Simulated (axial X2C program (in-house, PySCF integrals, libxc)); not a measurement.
# ICa: EOM-IP-CCSD levels

Aim: EOM-IP-CCSD levels of ICa, with spin–orbit coupling in the Hamiltonian from the start.

The runs use an in-house X2C program for linear molecules on PySCF integrals; two-component X2C with atomic mean-field terms, I dyall-acv3z, Ca dyall-acv3z.

All values are calculated.

## (1) The job

Contents of task.json:

```json
{"zs": [53, 20], "q": 0, "bas": ["dyall-acv3z", "dyall-acv3z"], "r0": 3.04, "eom": "ip", "rq": -1, "thr": -2.0, "nmax": 95, "grid": [1, 0.96, 1.045, 0.92, 1.09, 1.15]}
```

Keys: zs atomic numbers; q charge; bas basis sets; r0 starting distance in Å; eom kind of EOM run; thr threshold in hartree for freezing inner shells (an s shell follows its p shell); nmax most natural virtual spinors; grid distances as factors.

Launch:

```
> python soeom.py task.json out
```

After this run come: EOM-IP-CCSD at 3.008 Å.

What does the calculation give? Wanted: next root led by one particle; T1 of the reference.

The runs gave:

| quantity | value |
| --- | --- |
| lowest root at 3.008 Å | Ω = 1/2, 1.515 eV |
| next root led by one particle | Ω = 3/2, about 27870 cm⁻¹ higher |
| T1 of the reference | 0.017 |

What this shows: Removing an electron from the reference determinant of ICa⁻ costs 1.51 eV and empties a spinor of 70% Ca sσ, 18% Ca pσ. Errors of 0.1 to 0.3 eV are usual at this size, and roots led by higher excitations are left out, so the list is incomplete, and low states of that kind can be missing. T1 or the largest double amplitude of the reference is raised, which lowers the reliability.
